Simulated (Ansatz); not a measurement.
# Ge2Sb2Te5: the cost of one run

Computed with Ansatz 0.2.0 (DFT PBE, scalar-relativistic, plane waves, PAW, unless a step's input says otherwise).

## Step 1: The starting structure

It takes space group R-3m (No. 166, trigonal). Conventional cell: a = 4.250 Å, b = 4.250 Å, c = 52.050 Å, α = 90.00°, β = 90.00°, γ = 120.00°. Te (site symmetry -3m) has 6 Sb at 3.01 Å as nearest neighbours. Sb (site symmetry 3m) is surrounded by 6 Te at 3.01 Å. Te (site symmetry 3m) has 3 Ge at 3.01 Å and 3 Sb at 3.01 Å as nearest neighbours. Ge (site symmetry 3m) has 6 Te at 3.01 Å as nearest neighbours. Te (site symmetry 3m) is surrounded by 3 Ge at 3.01 Å.

Coordinates:

```cif
data_structure
_symmetry_space_group_name_H-M 'P 1'
_symmetry_Int_Tables_number 1
_cell_length_a 4.2500
_cell_length_b 4.2500
_cell_length_c 17.5227
_cell_angle_alpha 96.965
_cell_angle_beta 83.035
_cell_angle_gamma 120.000
_cell_volume 271.40
loop_
_atom_site_label
_atom_site_type_symbol
_atom_site_fract_x
_atom_site_fract_y
_atom_site_fract_z
_atom_site_occupancy
Te1 Te 0.00000 0.00000 0.00000 1
Sb1 Sb 0.30000 0.70000 0.10000 1
Te2 Te 0.60000 0.40000 0.20000 1
Ge1 Ge 0.90000 0.10000 0.30000 1
Te3 Te 0.20000 0.80000 0.40000 1
Te4 Te 0.80000 0.20000 0.60000 1
Ge2 Ge 0.10000 0.90000 0.70000 1
Te5 Te 0.40000 0.60000 0.80000 1
Sb2 Sb 0.70000 0.30000 0.90000 1
```

## Step 2: Relaxing cell and atoms: Ge2Sb2Te5, no spin

Contents of input.yaml:

```yaml
crystal:
  lattice:
    - [4.25, 0.0, 0.0]
    - [-2.125, 3.6806079661, 0.0]
    - [2.125, -1.226869322, 17.35]
  atoms:
    - { symbol: Te, position: [0.0, 0.0, 0.0] }
    - { symbol: Sb, position: [0.3, 0.7, 0.1] }
    - { symbol: Te, position: [0.6, 0.4, 0.2] }
    - { symbol: Ge, position: [0.9, 0.1, 0.3] }
    - { symbol: Te, position: [0.2, 0.8, 0.4] }
    - { symbol: Te, position: [0.8, 0.2, 0.6] }
    - { symbol: Ge, position: [0.1, 0.9, 0.7] }
    - { symbol: Te, position: [0.4, 0.6, 0.8] }
    - { symbol: Sb, position: [0.7, 0.3, 0.9] }
scf:
  occupations: { method: gaussian, width: 0.03 }
output:
  forces: true
  stress: true
  eigenvalues: true
hamiltonian:
  xc: pbe
  pseudopotentials: { kind: paw, azcp: { folder: soft_1 } }
kpoints:
  mp_grid: { grid: [10, 10, 2] }
relax:
  f_tol: 0.005
  max_steps: 80
  cell: { stress_tol: 0.05 }
```

The run is started by

```
ansatz run input.yaml --threads 8 --pin off --max-ram 20480MiB --backend cpu --events-out ev --progress --plain --runs-dir out
```

Q: Estimate wall time and peak memory on 8 threads of Intel Xeon Platinum 8259CL at 2.50GHz (Skylake/Cascade Lake), shared host.

About 2 min, with a peak of 1.9 GiB.
